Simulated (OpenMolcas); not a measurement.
# Mo³⁺ among point charges: CASSCF and CASPT2 levels and susceptibility, part 2 of 2

How does a field of 8 point charges split the states of Mo³⁺, and what χT follows?

OpenMolcas 26.06; ANO-RCC-VDZP, DKH2, active space 3 electrons in 5 orbitals (4d), orbitals: per spin and parity. Surroundings: 8 point charges of -1.2 e arranged as a cube (Oh), 2.08 Å from the ion. Earlier steps stand in the parts before.

## 6. CASPT2: IPEA 0.25, imaginary shift 0.1 (closed shells correlated: 4s 4p)

Input file a.inp:

```
>>> COPY JOB001 $Project.JobIph
&CASPT2
Multistate=10 1 2 3 4 5 6 7 8 9 10
NoMult
Frozen=8 6
IPEA=0.25
Imaginary=0.1
MaxIter=60
WThr=0.0 0.3 0.05
PrWF=0.5
NoMix
>>> COPY JOB002 $Project.JobIph
&CASPT2
Multistate=40 1 2 3 4 5 6 7 8 9 10 11 12 13 14 15 16 17 18 19 20 21 22
23 24 25 26 27 28 29 30 31 32 33 34 35 36 37 38 39 40
NoMult
Frozen=8 6
IPEA=0.25
Imaginary=0.1
MaxIter=60
WThr=0.0 0.3 0.05
PrWF=0.5
NoMix
```

Standard output:

```text
Orbital specifications:
      -----------------------

      Symmetry species                           1   2
                                                ag  au
      Frozen orbitals                            8   6
      Inactive orbitals                          1   3
      Active orbitals                            5   0
      Secondary orbitals                         7  13
      Deleted orbitals                           0   0
      Number of basis functions                 21  22
Type of calculation                        SS-CASPT2
      Fock operator                              state-specific
      IPEA shift                                 0.25
      Real shift                                 0.00
      Imaginary shift                            0.10
      The input orbitals will be transformed to quasi-canonical
Reference energy:       -4051.2976322823
      E2 (Non-variational):      -0.2097617715
      Shift correction:          -0.0001270473
      E2 (Variational):          -0.2098888188
      Total energy:           -4051.5075211011
      Residual norm:              0.0000003352
      Reference weight:           0.95316
      Contributions to the CASPT2 correlation energy
      Active & Virtual Only:         -0.0156481383
      One Inactive Excited:          -0.0925451621
      Two Inactive Excited:          -0.1015684711
Reference energy:       -4051.2976322822
      E2 (Non-variational):      -0.2102285499
      Shift correction:          -0.0001295148
      E2 (Variational):          -0.2103580647
      Total energy:           -4051.5079903469
      Residual norm:              0.0000004213
      Reference weight:           0.95284
      Contributions to the CASPT2 correlation energy
      Active & Virtual Only:         -0.0159199341
      One Inactive Excited:          -0.0926786471
      Two Inactive Excited:          -0.1016299687
::    CASPT2 Root  1     Total energy:  -4051.50752110
::    CASPT2 Root  2     Total energy:  -4051.50799035
::    CASPT2 Root  3     Total energy:  -4051.50752371
::    CASPT2 Root  4     Total energy:  -4051.47932854
::    CASPT2 Root  5     Total energy:  -4051.47821630
::    CASPT2 Root  6     Total energy:  -4051.47962375
::    CASPT2 Root  7     Total energy:  -4051.44282703
::    CASPT2 Root  8     Total energy:  -4051.43830766
::    CASPT2 Root  9     Total energy:  -4051.43826725
::    CASPT2 Root 10     Total energy:  -4051.43739520
Orbital specifications:
      -----------------------

      Symmetry species                           1   2
                                                ag  au
      Frozen orbitals                            8   6
      Inactive orbitals                          1   3
      Active orbitals                            5   0
      Secondary orbitals                         7  13
      Deleted orbitals                           0   0
      Number of basis functions                 21  22
Type of calculation                        SS-CASPT2
      Fock operator                              state-specific
      IPEA shift                                 0.25
      Real shift                                 0.00
      Imaginary shift                            0.10
      The input orbitals will be transformed to quasi-canonical
Reference energy:       -4051.2624201372
      E2 (Non-variational):      -0.2137707932
      Shift correction:          -0.0001404175
      E2 (Variational):          -0.2139112108
      Total energy:           -4051.4763313479
      Residual norm:              0.0000003745
      Reference weight:           0.95230
      Contributions to the CASPT2 correlation energy
      Active & Virtual Only:         -0.0186795138
      One Inactive Excited:          -0.0914782450
      Two Inactive Excited:          -0.1036130344
Reference energy:       -4051.2624201372
      E2 (Non-variational):      -0.2138291165
      Shift correction:          -0.0001348630
      E2 (Variational):          -0.2139639795
      Total energy:           -4051.4763841167
      Residual norm:              0.0000005313
      Reference weight:           0.95196
      Contributions to the CASPT2 correlation energy
      Active & Virtual Only:         -0.0187419968
      One Inactive Excited:          -0.0914739456
      Two Inactive Excited:          -0.1036131741
::    CASPT2 Root  1     Total energy:  -4051.47633135
::    CASPT2 Root  2     Total energy:  -4051.47638412
::    CASPT2 Root  3     Total energy:  -4051.45155603
::    CASPT2 Root  4     Total energy:  -4051.45147111
::    CASPT2 Root  5     Total energy:  -4051.45174057
::    CASPT2 Root  6     Total energy:  -4051.45077955
::    CASPT2 Root  7     Total energy:  -4051.45087604
::    CASPT2 Root  8     Total energy:  -4051.45078621
::    CASPT2 Root  9     Total energy:  -4051.43930539
::    CASPT2 Root 10     Total energy:  -4051.43989226
::    CASPT2 Root 11     Total energy:  -4051.43989185
::    CASPT2 Root 12     Total energy:  -4051.42770184
::    CASPT2 Root 13     Total energy:  -4051.42112417
::    CASPT2 Root 14     Total energy:  -4051.42119898
::    CASPT2 Root 15     Total energy:  -4051.42090890
::    CASPT2 Root 16     Total energy:  -4051.41194810
::    CASPT2 Root 17     Total energy:  -4051.41255684
::    CASPT2 Root 18     Total energy:  -4051.41246141
::    CASPT2 Root 19     Total energy:  -4051.40784379
::    CASPT2 Root 20     Total energy:  -4051.40790980
::    CASPT2 Root 21     Total energy:  -4051.39978265
::    CASPT2 Root 22     Total energy:  -4051.39973598
::    CASPT2 Root 23     Total energy:  -4051.39976796
::    CASPT2 Root 24     Total energy:  -4051.39094359
::    CASPT2 Root 25     Total energy:  -4051.39085147
::    CASPT2 Root 26     Total energy:  -4051.39086436
::    CASPT2 Root 27     Total energy:  -4051.38642108
::    CASPT2 Root 28     Total energy:  -4051.38658818
::    CASPT2 Root 29     Total energy:  -4051.37904576
::    CASPT2 Root 30     Total energy:  -4051.37899055
```

This run took 4.2 s in all on 1 thread of Intel Xeon Platinum 8259CL at 2.50GHz (Skylake/Cascade Lake), shared host.

SS-CASPT2: lowest energy less the reference's lowest, -0.2100 hartree; reference weights 0.942 to 0.955.

Spin-free states, with their symmetry labels:

```csv
state,degeneracy,E (cm-1),free-ion L (%)
4T1,3,0,F (97)
4T2,3,6282,F (100)
2E,2,6874,G (50)
2T2,3,12310,G (73)
2T1,3,12480,G (59)
4A2,1,14233,F (100)
2T1,3,14920,P (65)
4T1,3,15295,P (97)
2A1,1,17553,G (100)
2T2,3,19007,H (61)
2T1,3,20928,H (70)
2E,2,21904,H (58)
2T2,3,23685,D (70)
2T1,3,25633,H (56)
2E,2,26595,G (47)
2T2,3,28239,F (91)
2A2,1,30875,F (100)
2T1,3,31323,F (78)
2E,2,45318,D (99)
2T2,3,45682,D (89)
```

With spin-orbit coupling:

```json
{"E (cm-1)": "0", "Degeneracy": "4", "Label": "Γ8", "2S+1": "4", "g": ""}
{"E (cm-1)": "270", "Degeneracy": "2", "Label": "Γ7", "2S+1": "4", "g": "1.33 1.33 1.33"}
{"E (cm-1)": "1170", "Degeneracy": "4", "Label": "Γ8", "2S+1": "4", "g": ""}
{"E (cm-1)": "1820", "Degeneracy": "2", "Label": "Γ6", "2S+1": "4", "g": "3.91 3.91 3.91"}
{"E (cm-1)": "6800", "Degeneracy": "2", "Label": "Γ7", "2S+1": "4", "g": "3.25 3.25 3.25"}
{"E (cm-1)": "6820", "Degeneracy": "4", "Label": "Γ8", "2S+1": "4", "g": ""}
{"E (cm-1)": "7280", "Degeneracy": "4", "Label": "Γ8", "2S+1": "4", "g": ""}
{"E (cm-1)": "7380", "Degeneracy": "2", "Label": "Γ6", "2S+1": "4", "g": "1.98 1.98 1.98"}
{"E (cm-1)": "7970", "Degeneracy": "4", "Label": "Γ8", "2S+1": "2", "g": ""}
{"E (cm-1)": "12870", "Degeneracy": "2", "Label": "Γ7", "2S+1": "2", "g": "1.54 1.54 1.54"}
{"E (cm-1)": "12970", "Degeneracy": "2", "Label": "Γ6", "2S+1": "2", "g": "0.26 0.26 0.26"}
{"E (cm-1)": "13090", "Degeneracy": "4", "Label": "Γ8", "2S+1": "2", "g": ""}
{"E (cm-1)": "13900", "Degeneracy": "4", "Label": "Γ8", "2S+1": "2", "g": ""}
{"E (cm-1)": "14630", "Degeneracy": "2", "Label": "Γ6", "2S+1": "2", "g": "1.37 1.37 1.37"}
{"E (cm-1)": "14690", "Degeneracy": "4", "Label": "Γ8", "2S+1": "4", "g": ""}
{"E (cm-1)": "15320", "Degeneracy": "4", "Label": "Γ8", "2S+1": "4", "g": ""}
{"E (cm-1)": "16270", "Degeneracy": "2", "Label": "Γ6", "2S+1": "4", "g": "1.87 1.87 1.87"}
{"E (cm-1)": "16520", "Degeneracy": "2", "Label": "Γ7", "2S+1": "4", "g": "2.57 2.57 2.57"}
{"E (cm-1)": "16570", "Degeneracy": "4", "Label": "Γ8", "2S+1": "4", "g": ""}
{"E (cm-1)": "17220", "Degeneracy": "4", "Label": "Γ8", "2S+1": "2", "g": ""}
{"E (cm-1)": "18590", "Degeneracy": "2", "Label": "Γ6", "2S+1": "2", "g": "1.87 1.87 1.87"}
{"E (cm-1)": "20090", "Degeneracy": "4", "Label": "Γ8", "2S+1": "2", "g": ""}
{"E (cm-1)": "20260", "Degeneracy": "2", "Label": "Γ7", "2S+1": "2", "g": "2.49 2.49 2.49"}
{"E (cm-1)": "21800", "Degeneracy": "4", "Label": "Γ8", "2S+1": "2", "g": ""}
```

Powder χT (cm³ K/mol): 0.22 at 2 K, 0.22 at 5 K, 0.23 at 10 K, 0.24 at 20 K, 0.28 at 50 K, 0.35 at 100 K, 0.41 at 150 K, 0.47 at 200 K, 0.54 at 250 K, 0.60 at 300 K.

A ligand-field fit to the states below 45000 cm-1 gives 10Dq = -7425 cm-1, B = 638 cm-1 and C = 2959 cm-1 (C/B = 4.64), with a deviation of 354 cm-1.

## 7. The methods side by side

A. CASSCF
B. SS-CASPT2, IPEA 0.25, imaginary shift 0.1 (closed shells correlated: 4s 4p)

```csv
method,ground state,first state of that spin (cm-1),first gap with spin-orbit (cm-1),χT at 300 K
A,4T1,4T2 6190,259.0,0.60
B,4T1,4T2 6282,270.0,0.60
```

## 8. Summary of results

This closing draws on all 2 parts.

| quantity | value |
| --- | --- |
| method | SS-CASPT2, IPEA 0.25, imaginary shift 0.1 (closed shells correlated: 4s 4p) |
| spin-free ground state | 4T1, 3-fold in its orbital part |
| first state of the same spin within the active space | 4T2 at 6280 cm⁻¹ |
| lowest level | 4-fold Γ8 |
| next level | 270.0 cm⁻¹ |
| χT at 300 K | 0.60 cm³ K/mol |
| effective moment at 300 K | 2.18 μB |

Cost by method:

```csv
method,time of its own steps,time with the reference
A. CASSCF,13 s,13 s
"B. SS-CASPT2, IPEA 0.25, imaginary shift 0.1, +4s 4p",4.2 s,17 s
```

Times are of one thread on a shared host.

**Reading.** The spin-free ground state (4T1) comes to 97 % from free-ion F terms and keeps the highest spin of the shell. χT at 300 K is 0.60, against 1.88 cm³ K/mol for the spin alone, so spin-orbit coupling lowers it. A ligand-field fit to the states below 45000 cm-1 gives 10Dq = -7425 cm-1, B = 638 cm-1 and C = 2959 cm-1 (C/B = 4.64), with a deviation of 354 cm-1. CASPT2 does not keep the components of a term degenerate, and the means are used. The field of point charges can differ much from that of real complexes. This is an electrostatic model: the charges have no orbitals.
